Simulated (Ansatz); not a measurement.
# NiSi: the cost of one run

Computed with Ansatz 0.2.0 (the levels named in each step, unless a step's input says otherwise).

## (1) Starting point

Bond lengths: Si1–Ni2 2.127 Å.

Structure file:

```xyz
2

Si    0.0000    0.0000    0.0000
Ni    0.0000    0.0000    2.1272
```

## (2) A rough first relaxation, PBE-D4/def2-SVP

This run stands in another session on the same molecule. It ended at:

```xyz
2

Si    0.0000    0.0000    0.0587
Ni    0.0000    0.0000    2.0685
```

## (3) Relaxation, PBE0-D4/def2-TZVPP

This run stands in another session on the same molecule. It ended at:

```xyz
2

Si    0.0000    0.0000    0.0620
Ni    0.0000    0.0000    2.0652
```

## (4) Bond length 1.7627 Å, PBE0-D4/def2-QZVPP

Contents of input.yaml:

```yaml
crystal:
  periodic: [false, false, false]
  atoms:
    - { symbol: Si, position_ang: [0.0, 0.0, 0.0] }
    - { symbol: Ni, position_ang: [0.0, 0.0, 1.7627] }
basis:
  gaussian: { orbitals: def2-QZVPP.json }
hamiltonian:
  xc: pbe0
  dispersion: d4
```

Command:

```bash
$ ansatz run input.yaml --threads 4 --pin off --max-ram 10240MiB --backend cpu --events-out ev --progress --plain --runs-dir out
```

Q: Estimate wall time and peak memory on 4 threads of Arm Neoverse N1, shared host.

About 2.4 s, with a peak of 0.36 GiB.
